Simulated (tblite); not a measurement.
# C6H11AlOS: the cost of one run

Computed with tblite 0.8.0 and PySCF 2.14.0, with density-fitted response routines of our own, on a single molecule in the gas phase. Atoms are numbered from 0 throughout.

## Step 1: Starting geometry

20 atoms, charge 0, multiplicity 1; geometry from: force field or distance geometry start.

Bonds of the start (Å): C0–C1 1.51, C1–S2 1.43, C1–C3 1.49, C3–C4 1.50, C4–C5 1.48, C5–C6 1.32, C6–O7 1.39, O7–Al8 1.86, O7–C3 1.44, C0–H9 1.12, C0–H10 1.12, C0–H11 1.10, C3–H12 1.08, C4–H13 1.13, C4–H14 1.12, C5–H15 1.09, C6–H16 1.09, Al8–H17 1.59, Al8–H18 1.60, Al8–H19 1.61.

## Step 2: Geometry optimisation with GFN2-xTB

Job settings and geometry (Å):

```
{"job": {"kind": "relax", "xc": "GFN2-xTB", "basis": "xTB"}, "charge": 0, "multiplicity": 1}
C      1.991900    -0.789800     0.470300
C      1.097200    -0.918100    -0.739100
S      1.371500    -1.960100    -1.684300
C     -0.054100    -0.014000    -0.992900
C      0.338500     1.431900    -1.104500
C      0.271100     1.883300     0.300700
C     -0.448500     1.034900     1.014000
O     -0.887800     0.017600     0.181800
Al    -2.338000    -1.073300     0.578300
H      1.314600    -0.673100     1.358100
H      2.558200    -1.748800     0.548300
H      2.629400     0.087300     0.293200
H     -0.648700    -0.394100    -1.814300
H      1.357900     1.550600    -1.565800
H     -0.446400     1.920900    -1.735800
H      0.752000     2.775500     0.689600
H     -0.621200     1.176100     2.078700
H     -3.008900    -1.544800    -0.786500
H     -3.404100    -0.366800     1.540800
H     -1.829800    -2.384500     1.366100
```

Command:

```console
$ OMP_NUM_THREADS=1 python probes_run.py task.json out
```

One launch serves the whole session: the jobs run in the order shown.

Q: Estimate the wall time and peak memory of this first job on 1 thread of Arm Neoverse V1, shared host.

About 2.2 s, with a peak of 0.17 GiB.
